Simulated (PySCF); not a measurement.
# B7H7S (closo-1-SB7 (no H on S)): the cost of one run

Computed with PySCF 2.14.0 and routines of our own; the level stands in each step. Atoms count from 0.

## (1) The system as given

15 atoms, charge 0, multiplicity 1; geometry from: GFN2-xTB.

## (2) Magnetic properties: GIAO PBE/def2-SVP

What the job is given:

```
{"job": {"kind": "mag", "xc": "PBE", "basis": "def2-SVP"}, "charge": 0, "multiplicity": 1}
S      1.024420    -0.002950     1.614280
B     -0.793590     0.004610     1.391350
B      0.096380     0.819470    -1.177970
B      0.088340    -0.824360    -1.174570
B      0.111660     1.307020     0.416020
B      0.101420    -1.308190     0.419900
B      1.358390    -0.004950    -0.285290
B     -1.193360     0.006710    -0.200560
H     -1.415450     0.007980     2.385350
H      0.053670     1.559140    -2.086350
H      0.037990    -1.565630    -2.081230
H      0.177150     2.388530     0.873040
H      0.156710    -2.389270     0.879060
H      2.521710    -0.010370    -0.456300
H     -2.325440     0.012250    -0.516720
```

Level: GIAO PBE/def2-SVP magnetisability, rotational g tensor and spin-rotation constants, non-relativistic, gas phase.

Started as:

```bash
$ OMP_NUM_THREADS=1 python excited_run.py task.json out
```

This one command runs all jobs of the session in turn.

**Question.** How long does this first job take on 1 thread of Arm Neoverse V2, shared host, and how much memory does it need?

About 30 s, with a peak of 0.44 GiB.
